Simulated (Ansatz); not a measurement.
# Br3H2NSi: the cost of one run

Method: the settings change from run to run; program: Ansatz 0.2.0, Gaussian basis.

**1. The relaxed structure**

An earlier PBE0-D4 in a triple-zeta def2 set relaxation fixed the geometry.

SMILES `N[Si](Br)(Br)Br`, 7 atoms, charge 0, spin multiplicity 1.

Atoms are counted from 1 here; the program's logs count them from 0.

Bond lengths: N1–Si2 1.686 Å, N1–H6 1.007 Å, N1–H7 1.007 Å, Si2–Br3 2.201 Å, Si2–Br4 2.201 Å, Si2–Br5 2.215 Å. Angles: Si2–N1–H6 120.4°, Si2–N1–H7 120.4°, H6–N1–H7 112.9°, N1–Si2–Br3 107.9°, N1–Si2–Br4 107.9°, N1–Si2–Br5 115.3°, Br3–Si2–Br4 111.5°, Br3–Si2–Br5 107.2°, Br4–Si2–Br5 107.2°.

**2. LC-wPBE/def2-TZVPD**

Options: charge +1, multiplicity 2, relativity set to scalar, the search for lower states set to full.

The input, in.yaml:

```yaml
crystal:
  periodic: [false, false, false]
  atoms:
    - {symbol: N, position_ang: [0.142483, 0.326817, 1.082039]}
    - {symbol: Si, position_ang: [-0.104374, -0.223577, -0.492560]}
    - {symbol: Br, position_ang: [0.526082, -2.330491, -0.577692]}
    - {symbol: Br, position_ang: [-2.243977, -0.000607, -0.957504]}
    - {symbol: Br, position_ang: [1.022832, 0.860586, -2.061775]}
    - {symbol: H, position_ang: [0.998374, 0.112784, 1.568360]}
    - {symbol: H, position_ang: [-0.280319, 1.186588, 1.393332]}
basis:
  gaussian: {orbitals: def2-TZVPD}
total_charge: 1
magnetization: {spin_polarized: true, initial_magnetization: 1}
hamiltonian: {xc: {name: LC-wPBE}, pseudopotentials: {relativity: scalar}}
scf: {lower_state_search: full}
output: {forces: true}
```

On the command line:

```sh
> ansatz run in.yaml --threads 4 --pin off --events-out ev --progress --plain --max-ram 11315MiB
```

**Question.** How long does this run take on 4 threads of Intel Xeon Platinum 8488C, shared host, and how much memory does it need?

About 1.7 min, with a peak of 2.2 GiB.
